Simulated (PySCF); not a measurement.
# C2H7BrGe (GeHMe2Br): the cost of one run

Programs: PySCF 2.14.0, with density-fitted response routines of our own. Each step states its level of theory. These are calculated values for one molecule in the gas phase, unless marked as measured. Atoms are numbered from 0 throughout.

## (1) The starting structure

11 atoms, charge 0, multiplicity 1; geometry from: GFN2-xTB. The atoms were then displaced at random by about 0.03 Å, so the start is not that level's minimum.

Bonds of the start (Å): Ge0–H1 1.51, Ge0–C2 1.88, Ge0–C6 2.06, Ge0–Br10 2.28, C2–H3 1.16, C2–H4 1.10, C2–H5 1.07, C6–H7 1.07, C6–H8 1.03, C6–H9 1.08.

## (2) Optimising the geometry at PBE0-D3(BJ)/def2-SVP

Job settings and geometry (Å):

```
{"job": {"xc": "PBE0", "basis": "def2-SVP", "d3": "d3bj", "grid": 1, "maxiter": 40, "shake": 0.03, "kind": "geom"}, "charge": 0, "multiplicity": 1}
Ge    -0.184670    -0.494460     0.501200
H     -0.335300    -0.557750     1.999460
C      1.552920    -0.548100    -0.204070
H      2.171540    -1.475670     0.104740
H      2.205720     0.251950     0.186340
H      1.613660    -0.466310    -1.272030
C     -1.229440     1.140000    -0.179230
H     -2.241300     1.139180     0.154990
H     -1.274840     1.162220    -1.210300
H     -0.808070     2.062470     0.189320
Br    -1.372170    -2.299040    -0.239530
```

The run is started by

```
$ OMP_NUM_THREADS=1 python probes_run.py task.json out
```

One launch serves the whole session: the jobs run in the order shown.

**Question.** How long does this first job take on 1 thread of Intel Xeon at 2.50GHz, shared host, and how much memory does it need?

About 2.3 min, with a peak of 0.51 GiB.
